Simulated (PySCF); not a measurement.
**Argon: the same states on changed settings**

These states were run before on sound settings. What differs here: initial guess sap, at most 50 SCF cycles. What does it move?

Method: unrestricted determinants in a Gaussian basis, no spin-orbit coupling in the energies. Code: PySCF 2.14.0.

## 1. What is computed

* Element: argon (Z = 18)
* Basis: def2-SVP (4s3p1d, 18 functions)
* Hamiltonian: no relativity, point nucleus
* State 1: Ar⁺: [Ne] 3s2 3p5, 2P determinant
* State 2: Ar²⁺: [Ne] 3s2 3p4, high-spin 3P determinant
* Methods: UHF, PBE0, M06-2X, MP2, CCSD(T)
* Core shells frozen in the correlated runs: valence: [Ne] (for Ar⁺)

Outer shells as boxes (Hund's rule):

Ar+ [Ne] 3s2 3p5
```
[Ne] core
3s [↑↓]
3p [↑↓][↑↓][↑ ]
```

Ar2+ [Ne] 3s2 3p4
```
[Ne] core
3s [↑↓]
3p [↑↓][↑ ][↑ ]
```

The sound run (def2-SVP, the non-relativistic Hamiltonian (point nucleus), symmetry-adapted start, fine grid, valence correlation) gave:

```csv
species,method,energy (hartree)
Ar⁺,UHF,-526.08638
Ar⁺,PBE0,-526.61316
Ar⁺,M06-2X,-526.76278
Ar⁺,MP2 (valence),-526.20047
Ar⁺,CCSD(T) (valence),-526.21787
Ar²⁺,UHF,-525.10641
Ar²⁺,PBE0,-525.59012
Ar²⁺,M06-2X,-525.73869
Ar²⁺,MP2 (valence),-525.19659
Ar²⁺,CCSD(T) (valence),-525.21638
```

One driver process ran all states and methods and kept the integrals in memory. Each run is shown as a PySCF script that sums up its settings (the driver passes frozen orbitals as a list and adds second-order terms of double hybrids); the logs are those of the runs themselves.

It was started by

```
> OMP_NUM_THREADS=1 python atomrun2.py TASK.json OUT
```

The integrals over 18 functions and the set-up took 0.01 s of CPU time.

## 2. Changed run, Ar⁺

#### UHF

Input file input.py:

```python
from pyscf import gto, scf, dft, mp, cc
import basis_set_exchange as bse
mol = gto.M(atom="Ar 0 0 0", charge=1, spin=1, symmetry="D2h",
            basis=gto.basis.parse(bse.get_basis("def2-SVP", elements=["Ar"], fmt="nwchem", header=False)))
mf = scf.UHF(mol)
mf.irrep_nelec = {'Ag': (3, 3), 'B1u': (2, 2), 'B2u': (2, 2), 'B3u': (2, 1)}
mf.init_guess = "sap"
mf.max_cycle = 50
mf.kernel()
```

The log of the run:

```text
damping factor = 0
level_shift factor = 0
DIIS = <class 'pyscf.scf.diis.CDIIS'>
diis_start_cycle = 1
diis_space = 10
diis_damp = 0
SCF conv_tol = 1e-09
SCF conv_tol_grad = None
number electrons alpha = 9  beta = 8
irrep_nelec {'Ag': (3, 3), 'B1g': (0, 0), 'B2g': (0, 0), 'B3g': (0, 0), 'B1u': (2, 2), 'B2u': (2, 2), 'B3u': (2, 1)}
alpha HOMO (B2u) = -1.18778327048941  LUMO (Ag) = -0.111492027405791

WARN: HOMO -1.18778327048941 >= LUMO -1.62993257856744

cycle= 1 E= -526.044376979914  delta_E= -1.19  |g|= 0.317  |ddm|= 1.55
alpha HOMO (B2u) = -0.985533354825399  LUMO (Ag) = 0.387780852392936
  HOMO = -0.950292378361  LUMO = -0.442923552239  gap/eV = 13.80621
cycle= 2 E= -526.085307057115  delta_E= -0.0409  |g|= 0.0575  |ddm|= 0.453
alpha HOMO (B2u) = -1.04706967046524  LUMO (Ag) = 0.349473668147986
  HOMO = -1.0161906647  LUMO = -0.502218350744  gap/eV = 13.98590
cycle= 3 E= -526.086322998615  delta_E= -0.00102  |g|= 0.00948  |ddm|= 0.0473
alpha HOMO (B2u) = -1.04741379726606  LUMO (Ag) = 0.349686464368892
  HOMO = -1.01880772674  LUMO = -0.500146400284  gap/eV = 14.11349
cycle= 4 E= -526.086377622491  delta_E= -5.46e-05  |g|= 0.00119  |ddm|= 0.00958
alpha HOMO (B1u) = -1.04680911748699  LUMO (Ag) = 0.349913687017808
  HOMO = -1.01857709598  LUMO = -0.499324622462  gap/eV = 14.12958
cycle= 5 E= -526.086378461584  delta_E= -8.39e-07  |g|= 8.67e-05  |ddm|= 0.00126
alpha HOMO (B1u) = -1.04680642148171  LUMO (Ag) = 0.349901264375461
  HOMO = -1.01860192889  LUMO = -0.499325842481  gap/eV = 14.13022
cycle= 6 E= -526.086378466712  delta_E= -5.13e-09  |g|= 6.57e-06  |ddm|= 0.000135
alpha HOMO (B1u) = -1.04680407510542  LUMO (Ag) = 0.349901188231139
  HOMO = -1.01860119424  LUMO = -0.49932473521  gap/eV = 14.13023
cycle= 7 E= -526.086378466742  delta_E= -2.97e-11  |g|= 1.01e-06  |ddm|= 9.81e-06
converged SCF energy = -526.086378466742  <S^2> = 0.75523558  2S+1 = 2.0052287
```

Time after the integrals: 0.09 s (1 thread of Neoverse-N1, shared host).

The occupied shells:

| shell | electrons | mean orbital energy (eV) | spread (eV) | rms radius (bohr) |
| --- | --- | --- | --- | --- |
| 1s α | 1 | -3241.1 | 0 | 0.0999 |
| 1s β | 1 | -3240.7 | 0 | 0.0999 |
| 2s α | 1 | -349.75 | 0 | 0.449 |
| 2s β | 1 | -349.37 | 0 | 0.449 |
| 2p α | 3 | -275.22 | 0.866 | 0.417 |
| 2p β | 3 | -274.54 | 0.587 | 0.417 |
| 3s α | 1 | -48.652 | 0 | 1.49 |
| 3s β | 1 | -44.889 | 0 | 1.49 |
| 3p α | 3 | -29.252 | 2.301 | 1.71 |
| 3p β | 2 | -27.718 | 0 | 1.71 |

⟨S²⟩ = 0.755, ⟨L²⟩ = 2.02.

#### PBE0

input.py, as changed from the run before:

```diff
@@ -4,3 +4,3 @@
             basis=gto.basis.parse(bse.get_basis("def2-SVP", elements=["Ar"], fmt="nwchem", header=False)))
-mf = scf.UHF(mol)
+mf = dft.UKS(mol, xc="PBE0")
 mf.irrep_nelec = {'Ag': (3, 3), 'B1u': (2, 2), 'B2u': (2, 2), 'B3u': (2, 1)}
```

The log of the run:

```text
damping factor = 0
level_shift factor = 0
DIIS = <class 'pyscf.scf.diis.CDIIS'>
diis_start_cycle = 1
diis_space = 10
diis_damp = 0
SCF conv_tol = 1e-09
SCF conv_tol_grad = None
number electrons alpha = 9  beta = 8
irrep_nelec {'Ag': (3, 3), 'B1g': (0, 0), 'B2g': (0, 0), 'B3g': (0, 0), 'B1u': (2, 2), 'B2u': (2, 2), 'B3u': (2, 1)}
XC functionals = PBE0
    C. Adamo and V. Barone.,  J. Chem. Phys. 110, 6158 (1999)
    M. Ernzerhof and G. E. Scuseria.,  J. Chem. Phys. 110, 5029 (1999)
alpha HOMO (B2u) = -1.4309232830341  LUMO (Ag) = -0.299005451036285

WARN: HOMO -1.4309232830341 >= LUMO -1.49591704907519

cycle= 1 E= -526.500394684135  delta_E= -1.15  |g|= 0.509  |ddm|= 1.72
alpha HOMO (B2u) = -0.758881831568623  LUMO (Ag) = 0.245389932832791
  HOMO = -0.735778176122  LUMO = -0.60879375149  gap/eV = 3.45542
cycle= 2 E= -526.592980174881  delta_E= -0.0926  |g|= 0.237  |ddm|= 0.952
alpha HOMO (B2u) = -0.879608177282279  LUMO (Ag) = 0.167734273312623
  HOMO = -0.85800059481  LUMO = -0.724701476113  gap/eV = 3.62725
cycle= 3 E= -526.61315002777  delta_E= -0.0202  |g|= 0.00396  |ddm|= 0.275
alpha HOMO (B1u) = -0.882303076786567  LUMO (Ag) = 0.16689080831662
  HOMO = -0.861506062173  LUMO = -0.725033604666  gap/eV = 3.71360
cycle= 4 E= -526.613158413092  delta_E= -8.39e-06  |g|= 0.000435  |ddm|= 0.00456
alpha HOMO (B1u) = -0.882101202975328  LUMO (Ag) = 0.166962338628162
  HOMO = -0.861436526623  LUMO = -0.724690269488  gap/eV = 3.72106
cycle= 5 E= -526.613158532743  delta_E= -1.2e-07  |g|= 7.39e-06  |ddm|= 0.000491
alpha HOMO (B2u) = -0.882103882797263  LUMO (Ag) = 0.166958366231518
  HOMO = -0.86144038019  LUMO = -0.724695029953  gap/eV = 3.72103
cycle= 6 E= -526.613158532773  delta_E= -3.01e-11  |g|= 5.15e-07  |ddm|= 9.37e-06
converged SCF energy = -526.613158532773  <S^2> = 0.75214578  2S+1 = 2.0021446
```

It took 0.16 s on 1 thread of Neoverse-N1, shared host, the integrals not counted.

#### M06-2X

input.py, as changed from the run before:

```diff
@@ -4,3 +4,3 @@
             basis=gto.basis.parse(bse.get_basis("def2-SVP", elements=["Ar"], fmt="nwchem", header=False)))
-mf = dft.UKS(mol, xc="PBE0")
+mf = dft.UKS(mol, xc="M062X")
 mf.irrep_nelec = {'Ag': (3, 3), 'B1u': (2, 2), 'B2u': (2, 2), 'B3u': (2, 1)}
```

The log of the run:

```text
damping factor = 0
level_shift factor = 0
DIIS = <class 'pyscf.scf.diis.CDIIS'>
diis_start_cycle = 1
diis_space = 10
diis_damp = 0
SCF conv_tol = 1e-09
SCF conv_tol_grad = None
number electrons alpha = 9  beta = 8
irrep_nelec {'Ag': (3, 3), 'B1g': (0, 0), 'B2g': (0, 0), 'B3g': (0, 0), 'B1u': (2, 2), 'B2u': (2, 2), 'B3u': (2, 1)}
XC functionals = M062X
    Y. Zhao and D. G. Truhlar.,  Theor. Chem. Acc. 120, 215 (2008)
    Y. Zhao and D. G. Truhlar.,  Theor. Chem. Acc. 120, 215 (2008)
alpha HOMO (B2u) = -1.36088763547359  LUMO (Ag) = -0.264096771528129

WARN: HOMO -1.36088763547359 >= LUMO -1.55018729151511

cycle= 1 E= -526.673374183676  delta_E= -1.17  |g|= 0.455  |ddm|= 1.67
alpha HOMO (B2u) = -0.837248214737101  LUMO (Ag) = 0.284125814165544
  HOMO = -0.813493546288  LUMO = -0.57046023179  gap/eV = 6.61327
cycle= 2 E= -526.753510308924  delta_E= -0.0801  |g|= 0.16  |ddm|= 0.797
alpha HOMO (B2u) = -0.943468731107755  LUMO (Ag) = 0.213539185615347
  HOMO = -0.918360233904  LUMO = -0.668826267237  gap/eV = 6.79017
cycle= 3 E= -526.762775811663  delta_E= -0.00927  |g|= 0.00333  |ddm|= 0.188
alpha HOMO (B2u) = -0.94514349041341  LUMO (Ag) = 0.214383278659734
  HOMO = -0.920469107905  LUMO = -0.668566087496  gap/eV = 6.85463
cycle= 4 E= -526.762782350321  delta_E= -6.54e-06  |g|= 0.000522  |ddm|= 0.00343
alpha HOMO (B1u) = -0.944944453793204  LUMO (Ag) = 0.214449916945989
  HOMO = -0.920359668899  LUMO = -0.668209970615  gap/eV = 6.86134
cycle= 5 E= -526.762782519602  delta_E= -1.69e-07  |g|= 2.6e-05  |ddm|= 0.000529
alpha HOMO (B1u) = -0.944951590594073  LUMO (Ag) = 0.214443032272557
  HOMO = -0.920372614743  LUMO = -0.668212525432  gap/eV = 6.86163
cycle= 6 E= -526.762782520032  delta_E= -4.29e-10  |g|= 1.82e-06  |ddm|= 3.07e-05
converged SCF energy = -526.762782520032  <S^2> = 0.75154225  2S+1 = 2.0015417
```

Time after the integrals: 0.29 s (1 thread of Neoverse-N1, shared host).

#### MP2 (valence)

input.py, as changed from the run before:

```diff
@@ -4,3 +4,3 @@
             basis=gto.basis.parse(bse.get_basis("def2-SVP", elements=["Ar"], fmt="nwchem", header=False)))
-mf = dft.UKS(mol, xc="M062X")
+mf = scf.UHF(mol)
 mf.irrep_nelec = {'Ag': (3, 3), 'B1u': (2, 2), 'B2u': (2, 2), 'B3u': (2, 1)}
@@ -9 +9,2 @@
 mf.kernel()
+mp.UMP2(mf, frozen=5).kernel()
```

No log was kept for this step.

Time after the integrals: 0.01 s (1 thread of Neoverse-N1, shared host).

With 7 electrons correlated, the MP2 correlation energy is -0.11409 hartree (-0.02874 same spin, -0.08535 opposite spin); the SCS form gives -0.11200. Largest pairs of shells: 3p-3p -0.0785, 3s-3p -0.0289, 3s-3s -0.0067.

#### CCSD(T) (valence)

input.py, as changed from the run before:

```diff
@@ -9,2 +9,3 @@
 mf.kernel()
-mp.UMP2(mf, frozen=5).kernel()
+mycc = cc.CCSD(mf, frozen=5).run()
+mycc.ccsd_t()
```

The log of the run:

```text
CC2 = 0
CCSD nocc = (np.int64(4), np.int64(3)), nmo = (13, 13)
frozen orbitals [[0, 1, 2, 3, 4], [0, 1, 2, 3, 4]]
max_cycle = 100
direct = 0
conv_tol = 1e-08
conv_tol_normt = 1e-06
diis_space = 8
diis_start_cycle = 0
Init t2, MP2 energy = -0.114088860424883
Init E_corr(UCCSD) = -0.114088860425392
cycle = 1  E_corr(UCCSD) = -0.127539397663866  dE = -0.0134505372  norm(t1,t2) = 0.0276602
cycle = 2  E_corr(UCCSD) = -0.129742718794836  dE = -0.00220332113  norm(t1,t2) = 0.00823218
cycle = 3  E_corr(UCCSD) = -0.130623841325441  dE = -0.000881122531  norm(t1,t2) = 0.00296062
cycle = 4  E_corr(UCCSD) = -0.130606386675356  dE = 1.74546501e-05  norm(t1,t2) = 0.000224361
cycle = 5  E_corr(UCCSD) = -0.13060831378856  dE = -1.9271132e-06  norm(t1,t2) = 4.43127e-05
cycle = 6  E_corr(UCCSD) = -0.130608178555024  dE = 1.35233536e-07  norm(t1,t2) = 6.11733e-06
cycle = 7  E_corr(UCCSD) = -0.13060821858924  dE = -4.00342154e-08  norm(t1,t2) = 9.63765e-07
cycle = 8  E_corr(UCCSD) = -0.130608210307241  dE = 8.28199884e-09  norm(t1,t2) = 1.60631e-07
UCCSD converged
E(UCCSD) = -526.2169866770491  E_corr = -0.1306082103072409
UCCSD(T) correction = -0.00088633080739361
```

Time after the integrals: 0.18 s (1 thread of Neoverse-N1, shared host).

CCSD correlation -0.13061 hartree, triples -0.00089; total -526.217873. T1 = 0.004, largest double amplitude 0.050.

## 3. Changed run, Ar²⁺

#### UHF

Input file input.py:

```python
from pyscf import gto, scf, dft, mp, cc
import basis_set_exchange as bse
mol = gto.M(atom="Ar 0 0 0", charge=2, spin=2, symmetry="D2h",
            basis=gto.basis.parse(bse.get_basis("def2-SVP", elements=["Ar"], fmt="nwchem", header=False)))
mf = scf.UHF(mol)
mf.irrep_nelec = {'Ag': (3, 3), 'B1u': (2, 1), 'B2u': (2, 2), 'B3u': (2, 1)}
mf.init_guess = "sap"
mf.max_cycle = 50
mf.kernel()
```

The log of the run:

```text
damping factor = 0
level_shift factor = 0
DIIS = <class 'pyscf.scf.diis.CDIIS'>
diis_start_cycle = 1
diis_space = 10
diis_damp = 0
SCF conv_tol = 1e-09
SCF conv_tol_grad = None
number electrons alpha = 9  beta = 7
irrep_nelec {'Ag': (3, 3), 'B1g': (0, 0), 'B2g': (0, 0), 'B3g': (0, 0), 'B1u': (2, 1), 'B2u': (2, 2), 'B3u': (2, 1)}
alpha HOMO (B2u) = -1.18778327048941  LUMO (Ag) = -0.111492027405791

WARN: HOMO -1.18778327048941 >= LUMO -1.62993257856744

cycle= 1 E= -525.099356771483  delta_E= -0.243  |g|= 0.139  |ddm|= 1.71
alpha HOMO (B2u) = -1.5560669683621  LUMO (Ag) = -0.0702308345153388
  HOMO = -1.48318530006  LUMO = -0.956586538083  gap/eV = 14.32948
cycle= 2 E= -525.105941318808  delta_E= -0.00658  |g|= 0.0286  |ddm|= 0.0947
alpha HOMO (B2u) = -1.54445051896358  LUMO (Ag) = -0.0653124968705928
  HOMO = -1.48300105443  LUMO = -0.943604282004  gap/eV = 14.67773
cycle= 3 E= -525.106397025437  delta_E= -0.000456  |g|= 0.00426  |ddm|= 0.0329
alpha HOMO (B2u) = -1.5442204616164  LUMO (Ag) = -0.0658617723300498
  HOMO = -1.48492621226  LUMO = -0.943929199234  gap/eV = 14.72128
cycle= 4 E= -525.106407822419  delta_E= -1.08e-05  |g|= 0.000249  |ddm|= 0.00575
alpha HOMO (B2u) = -1.54398346247902  LUMO (Ag) = -0.0657651483297697
  HOMO = -1.48473972223  LUMO = -0.943711224042  gap/eV = 14.72214
cycle= 5 E= -525.106407855856  delta_E= -3.34e-08  |g|= 4.44e-05  |ddm|= 0.000319
alpha HOMO (B2u) = -1.54399409025804  LUMO (Ag) = -0.0657791973721122
  HOMO = -1.48475103745  LUMO = -0.943732056807  gap/eV = 14.72188
cycle= 6 E= -525.106407857126  delta_E= -1.27e-09  |g|= 7.38e-06  |ddm|= 6.88e-05
alpha HOMO (B2u) = -1.54399168174261  LUMO (Ag) = -0.0657779594006985
  HOMO = -1.48474656408  LUMO = -0.943729445897  gap/eV = 14.72183
cycle= 7 E= -525.106407857162  delta_E= -3.64e-11  |g|= 1.07e-06  |ddm|= 1.42e-05
converged SCF energy = -525.106407857162  <S^2> = 2.0058823  2S+1 = 3.003919
```

It took 0.09 s on 1 thread of Neoverse-N1, shared host, the integrals not counted.

Orbital energies by shell (radii are means over both spins):

| shell | electrons | mean orbital energy (eV) | spread (eV) | rms radius (bohr) |
| --- | --- | --- | --- | --- |
| 1s α | 1 | -3257.8 | 0 | 0.0999 |
| 1s β | 1 | -3257.0 | 0 | 0.0999 |
| 2s α | 1 | -365.98 | 0 | 0.448 |
| 2s β | 1 | -365.15 | 0 | 0.448 |
| 2p α | 3 | -291.59 | 0.947 | 0.417 |
| 2p β | 3 | -290.10 | 0.648 | 0.417 |
| 3s α | 1 | -63.767 | 0 | 1.44 |
| 3s β | 1 | -55.925 | 0 | 1.44 |
| 3p α | 3 | -43.628 | 2.420 | 1.63 |
| 3p β | 1 | -40.402 | 0 | 1.63 |

⟨S²⟩ = 2.006, ⟨L²⟩ = 2.02.

#### PBE0

input.py, as changed from the run before:

```diff
@@ -4,3 +4,3 @@
             basis=gto.basis.parse(bse.get_basis("def2-SVP", elements=["Ar"], fmt="nwchem", header=False)))
-mf = scf.UHF(mol)
+mf = dft.UKS(mol, xc="PBE0")
 mf.irrep_nelec = {'Ag': (3, 3), 'B1u': (2, 1), 'B2u': (2, 2), 'B3u': (2, 1)}
```

The log of the run:

```text
damping factor = 0
level_shift factor = 0
DIIS = <class 'pyscf.scf.diis.CDIIS'>
diis_start_cycle = 1
diis_space = 10
diis_damp = 0
SCF conv_tol = 1e-09
SCF conv_tol_grad = None
number electrons alpha = 9  beta = 7
irrep_nelec {'Ag': (3, 3), 'B1g': (0, 0), 'B2g': (0, 0), 'B3g': (0, 0), 'B1u': (2, 1), 'B2u': (2, 2), 'B3u': (2, 1)}
XC functionals = PBE0
    C. Adamo and V. Barone.,  J. Chem. Phys. 110, 6158 (1999)
    M. Ernzerhof and G. E. Scuseria.,  J. Chem. Phys. 110, 5029 (1999)
alpha HOMO (B2u) = -1.4309232830341  LUMO (Ag) = -0.299005451036285

WARN: HOMO -1.4309232830341 >= LUMO -1.49591704907519

cycle= 1 E= -525.572665860383  delta_E= -0.227  |g|= 0.217  |ddm|= 1.85
alpha HOMO (B2u) = -1.33137173874486  LUMO (Ag) = -0.215156749662032
  HOMO = -1.28239585926  LUMO = -1.14194933959  gap/eV = 3.82174
cycle= 2 E= -525.58892493596  delta_E= -0.0163  |g|= 0.0599  |ddm|= 0.34
alpha HOMO (B2u) = -1.37227481145071  LUMO (Ag) = -0.238248001739144
  HOMO = -1.32691870169  LUMO = -1.18115516613  gap/eV = 3.96643
cycle= 3 E= -525.590118432792  delta_E= -0.00119  |g|= 0.00344  |ddm|= 0.0762
alpha HOMO (B2u) = -1.37021952025478  LUMO (Ag) = -0.237054398548961
  HOMO = -1.32615950768  LUMO = -1.17833568937  gap/eV = 4.02249
cycle= 4 E= -525.590124143202  delta_E= -5.71e-06  |g|= 0.000246  |ddm|= 0.00471
alpha HOMO (B2u) = -1.37011435313706  LUMO (Ag) = -0.237059153992802
  HOMO = -1.32618109644  LUMO = -1.17827137756  gap/eV = 4.02483
cycle= 5 E= -525.590124182133  delta_E= -3.89e-08  |g|= 3.15e-06  |ddm|= 0.000354
alpha HOMO (B2u) = -1.37011479124698  LUMO (Ag) = -0.237059576785944
  HOMO = -1.32618067406  LUMO = -1.17827175907  gap/eV = 4.02481
cycle= 6 E= -525.590124182139  delta_E= -5.91e-12  |g|= 3.73e-07  |ddm|= 6.96e-06
converged SCF energy = -525.590124182139  <S^2> = 2.0024948  2S+1 = 3.0016628
```

Time after the integrals: 0.16 s (1 thread of Neoverse-N1, shared host).

#### M06-2X

input.py, as changed from the run before:

```diff
@@ -4,3 +4,3 @@
             basis=gto.basis.parse(bse.get_basis("def2-SVP", elements=["Ar"], fmt="nwchem", header=False)))
-mf = dft.UKS(mol, xc="PBE0")
+mf = dft.UKS(mol, xc="M062X")
 mf.irrep_nelec = {'Ag': (3, 3), 'B1u': (2, 1), 'B2u': (2, 2), 'B3u': (2, 1)}
```

The log of the run:

```text
damping factor = 0
level_shift factor = 0
DIIS = <class 'pyscf.scf.diis.CDIIS'>
diis_start_cycle = 1
diis_space = 10
diis_damp = 0
SCF conv_tol = 1e-09
SCF conv_tol_grad = None
number electrons alpha = 9  beta = 7
irrep_nelec {'Ag': (3, 3), 'B1g': (0, 0), 'B2g': (0, 0), 'B3g': (0, 0), 'B1u': (2, 1), 'B2u': (2, 2), 'B3u': (2, 1)}
XC functionals = M062X
    Y. Zhao and D. G. Truhlar.,  Theor. Chem. Acc. 120, 215 (2008)
    Y. Zhao and D. G. Truhlar.,  Theor. Chem. Acc. 120, 215 (2008)
alpha HOMO (B2u) = -1.36088763547359  LUMO (Ag) = -0.264096771528129

WARN: HOMO -1.36088763547359 >= LUMO -1.55018729151511

cycle= 1 E= -525.727632073637  delta_E= -0.224  |g|= 0.185  |ddm|=  1.8
alpha HOMO (B2u) = -1.41052512649342  LUMO (Ag) = -0.167628999829928
  HOMO = -1.3602937155  LUMO = -1.09870933424  gap/eV = 7.11807
cycle= 2 E= -525.738252767591  delta_E= -0.0106  |g|= 0.0347  |ddm|= 0.261
alpha HOMO (B2u) = -1.43963699684466  LUMO (Ag) = -0.185332715978021
  HOMO = -1.38901792751  LUMO = -1.12270323611  gap/eV = 7.24679
cycle= 3 E= -525.738678231558  delta_E= -0.000425  |g|= 0.00394  |ddm|= 0.0446
alpha HOMO (B2u) = -1.43688215094618  LUMO (Ag) = -0.183442169347183
  HOMO = -1.38664522952  LUMO = -1.11897681588  gap/eV = 7.28363
cycle= 4 E= -525.738685726915  delta_E= -7.5e-06  |g|= 0.000355  |ddm|= 0.00604
alpha HOMO (B2u) = -1.43689639418914  LUMO (Ag) = -0.183480474377172
  HOMO = -1.38668539362  LUMO = -1.11890190919  gap/eV = 7.28676
cycle= 5 E= -525.738685808921  delta_E= -8.2e-08  |g|= 1.43e-05  |ddm|= 0.000575
alpha HOMO (B2u) = -1.43688608142285  LUMO (Ag) = -0.183476438029796
  HOMO = -1.38667662406  LUMO = -1.1188896162  gap/eV = 7.28686
cycle= 6 E= -525.738685809028  delta_E= -1.08e-10  |g|= 4.51e-07  |ddm|= 2.31e-05
converged SCF energy = -525.738685809028  <S^2> = 2.0024233  2S+1 = 3.0016151
```

Time after the integrals: 0.27 s (1 thread of Neoverse-N1, shared host).

#### MP2 (valence)

input.py, as changed from the run before:

```diff
@@ -4,3 +4,3 @@
             basis=gto.basis.parse(bse.get_basis("def2-SVP", elements=["Ar"], fmt="nwchem", header=False)))
-mf = dft.UKS(mol, xc="M062X")
+mf = scf.UHF(mol)
 mf.irrep_nelec = {'Ag': (3, 3), 'B1u': (2, 1), 'B2u': (2, 2), 'B3u': (2, 1)}
@@ -9 +9,2 @@
 mf.kernel()
+mp.UMP2(mf, frozen=5).kernel()
```

No log was kept for this step.

It took 0.01 s on 1 thread of Neoverse-N1, shared host, the integrals not counted.

With 6 electrons correlated, the MP2 correlation energy is -0.09018 hartree (-0.02210 same spin, -0.06808 opposite spin); the SCS form gives -0.08907. Largest pairs of shells: 3p-3p -0.0451, 3s-3p -0.0382, 3s-3s -0.0069.

#### CCSD(T) (valence)

input.py, as changed from the run before:

```diff
@@ -9,2 +9,3 @@
 mf.kernel()
-mp.UMP2(mf, frozen=5).kernel()
+mycc = cc.CCSD(mf, frozen=5).run()
+mycc.ccsd_t()
```

The log of the run:

```text
CC2 = 0
CCSD nocc = (np.int64(4), np.int64(2)), nmo = (13, 13)
frozen orbitals [[0, 1, 2, 3, 4], [0, 1, 2, 3, 4]]
max_cycle = 100
direct = 0
conv_tol = 1e-08
conv_tol_normt = 1e-06
diis_space = 8
diis_start_cycle = 0
Init t2, MP2 energy = -0.0901841079806188
Init E_corr(UCCSD) = -0.0901841079811943
cycle = 1  E_corr(UCCSD) = -0.1049363370694  dE = -0.0147522291  norm(t1,t2) = 0.0322923
cycle = 2  E_corr(UCCSD) = -0.107875402289442  dE = -0.00293906522  norm(t1,t2) = 0.00976554
cycle = 3  E_corr(UCCSD) = -0.109075600779944  dE = -0.00120019849  norm(t1,t2) = 0.0035146
cycle = 4  E_corr(UCCSD) = -0.109052941866682  dE = 2.26589133e-05  norm(t1,t2) = 0.000292923
cycle = 5  E_corr(UCCSD) = -0.109056303875945  dE = -3.36200926e-06  norm(t1,t2) = 4.86106e-05
cycle = 6  E_corr(UCCSD) = -0.109056030063056  dE = 2.73812889e-07  norm(t1,t2) = 6.1728e-06
cycle = 7  E_corr(UCCSD) = -0.10905609943924  dE = -6.93761839e-08  norm(t1,t2) = 9.75716e-07
cycle = 8  E_corr(UCCSD) = -0.109056076175321  dE = 2.32639188e-08  norm(t1,t2) = 1.41654e-07
cycle = 9  E_corr(UCCSD) = -0.109056079553725  dE = -3.37840324e-09  norm(t1,t2) = 2.09341e-08
UCCSD converged
E(UCCSD) = -525.2154639367161  E_corr = -0.1090560795537247
UCCSD(T) correction = -0.000919955426404333
```

It took 0.13 s on 1 thread of Neoverse-N1, shared host, the integrals not counted.

CCSD correlation -0.10906 hartree, triples -0.00092; total -525.216384. T1 = 0.005, largest double amplitude 0.050.

## 4. What moved

| species | method | converged | energy less sound run (eV) |
| --- | --- | --- | --- |
| Ar⁺ | UHF | yes | -0.0000 |
| Ar⁺ | PBE0 | yes | +0.0000 |
| Ar⁺ | M06-2X | yes | -0.0000 |
| Ar⁺ | MP2 (valence) | yes | -0.0000 |
| Ar⁺ | CCSD(T) (valence) | yes | +0.0000 |
| Ar²⁺ | UHF | yes | -0.0000 |
| Ar²⁺ | PBE0 | yes | -0.0000 |
| Ar²⁺ | M06-2X | yes | -0.0000 |
| Ar²⁺ | MP2 (valence) | yes | -0.0000 |
| Ar²⁺ | CCSD(T) (valence) | yes | -0.0000 |

Ionisation energy of Ar⁺:

| method | sound run (eV) | changed run (eV) | shift (eV) |
| --- | --- | --- | --- |
| UHF | 26.666 | 26.666 | -0.000 |
| PBE0 | 27.838 | 27.838 | -0.000 |
| M06-2X | 27.867 | 27.867 | +0.000 |
| MP2 | 27.317 | 27.317 | -0.000 |
| SCS-MP2 | 27.290 | 27.290 | +0.000 |
| CCSD | 27.253 | 27.253 | -0.000 |
| CCSD(T) | 27.252 | 27.252 | -0.000 |

## 5. Summary of results

```
                                 quantity                                     value
                                   change  initial guess sap, at most 50 SCF cycles
                           runs converged                                  10 of 10
largest shift of a converged total energy                                  0.000 eV
   largest shift of the ionisation energy                       +0.000 eV (SCS-MP2)
```

**Reading.** The difference hardly moves. Here the plain start reaches the same solutions.
